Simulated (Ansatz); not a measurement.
Geometry optimisation, DFT PBE, scalar-relativistic, plane waves, PAW (Ansatz 0.2.0).

The input (input.yaml):

```yaml
crystal:
  lattice:
    - [5.048742, 0.0, 0.0]
    - [2.524371, 4.372339, 0.0]
    - [0.0, 0.0, 15.776426]
  atoms:
    - { symbol: H, position: [0.1666667, 0.1666667, 0.0633857] }
    - { symbol: H, position: [0.6666667, 0.1666667, 0.0633857] }
    - { symbol: H, position: [0.1666667, 0.6666667, 0.0633857] }
    - { symbol: H, position: [0.6666667, 0.6666667, 0.0633857] }
    - { symbol: C, position: [0.1666667, 0.1666667, 0.13311] }
    - { symbol: C, position: [0.6666667, 0.1666667, 0.13311] }
    - { symbol: C, position: [0.1666667, 0.6666667, 0.13311] }
    - { symbol: C, position: [0.6666667, 0.6666667, 0.13311] }
    - { symbol: C, position: [-0.1666667, 0.3333333, 0.1657717] }
    - { symbol: C, position: [0.3333333, 0.3333333, 0.1657717] }
    - { symbol: C, position: [-0.1666667, 0.8333333, 0.1657717] }
    - { symbol: C, position: [0.3333333, 0.8333333, 0.1657717] }
    - { symbol: C, position: [-0.1666667, 0.3333333, 0.2637569] }
    - { symbol: C, position: [0.3333333, 0.3333333, 0.2637569] }
    - { symbol: C, position: [-0.1666667, 0.8333333, 0.2637569] }
    - { symbol: C, position: [0.3333333, 0.8333333, 0.2637569] }
    - { symbol: C, position: [0.0, 0.0, 0.2964186] }
    - { symbol: C, position: [0.5, 0.0, 0.2964186] }
    - { symbol: C, position: [0.0, 0.5, 0.2964186] }
    - { symbol: C, position: [0.5, 0.5, 0.2964186] }
    - { symbol: H, position: [0.5, 0.0, 0.3661429] }
    - { symbol: H, position: [0.0, 0.5, 0.3661429] }
    - { symbol: H, position: [0.5, 0.5, 0.3661429] }
    - { symbol: Ru, position: [0.1653269, 0.6823834, 0.4339656], spin: 1.0 }
magnetization:
  spin_polarized: true
basis:
  ecutwfc: 420.0
kpoints:
  mp_grid: { grid: [3, 3, 1] }
hamiltonian:
  xc: pbe
  pseudopotentials: { kind: paw, azcp: { folder: soft_1 } }
scf:
  occupations: { method: gaussian, width: 0.02 }
  lower_state_search: "off"
relax:
  f_tol: 0.03
  max_steps: 60
  adjacent_minimum: "off"
  constraints: [{ sites: [0, 1, 2, 3, 4, 5, 6, 7, 8, 9, 10, 11] }]
```

Run as:

```bash
$ ansatz run input.yaml --threads 2 --pin off --max-ram 5120MiB --backend cpu --events-out ev --progress --plain --runs-dir out
```

Question: Where does it end, and by what steps?

Answer: It converged. Limits of this set-up: coarse k mesh, thin slab, slab without dipole correction. After 9 steps the energy has fallen by 1.251 eV; Ru24 moved furthest, 1.25 Å. Parted: H22–Ru24 (1.86 → 2.61 Å), H23–Ru24 (1.81 → 2.60 Å).

| step | energy less start (eV) | largest force component (eV/Å) | accepted |
| --- | --- | --- | --- |
| 0 | 0.0000 | 2.618 | yes |
| 1 | -0.5511 | 1.512 | yes |
| 2 | -0.8539 | 1.171 | yes |
| 3 | -1.0467 | 0.710 | yes |
| 4 | -1.1474 | 0.474 | yes |
| 5 | -1.2201 | 0.198 | yes |
| 6 | -1.2465 | 0.109 | yes |
| 7 | -1.2478 | 0.166 | yes |
| 8 | -1.2498 | 0.118 | yes |
| 9 | -1.2507 | 0.008 | yes |

```xyz
24
Lattice="5.0487 0.0000 0.0000 2.5244 4.3723 0.0000 0.0000 0.0000 15.7764" Properties=species:S:1:pos:R:3
H 1.262 0.729 1.000
H 3.787 0.729 1.000
H 2.524 2.915 1.000
H 5.049 2.915 1.000
C 1.262 0.729 2.100
C 3.787 0.729 2.100
C 2.524 2.915 2.100
C 5.049 2.915 2.100
C 0.000 1.457 2.615
C 2.524 1.457 2.615
C 1.262 3.644 2.615
C 3.787 3.644 2.615
C 0.000 1.452 4.177
C 2.524 1.456 4.168
C 1.264 3.644 4.173
C 3.784 3.644 4.173
C 0.000 0.000 4.671
C 2.524 -0.001 4.649
C 1.263 2.185 4.652
C 3.786 2.185 4.652
H 2.524 0.003 5.763
H 1.264 2.176 5.772
H 3.784 2.176 5.771
Ru 2.529 4.226 6.768
```

Whether the end is a true minimum wasn't checked by a vibrational analysis.

Run time: 9 min on 2 threads of Arm Neoverse N1 (shared host), peak memory 0.92 GiB.
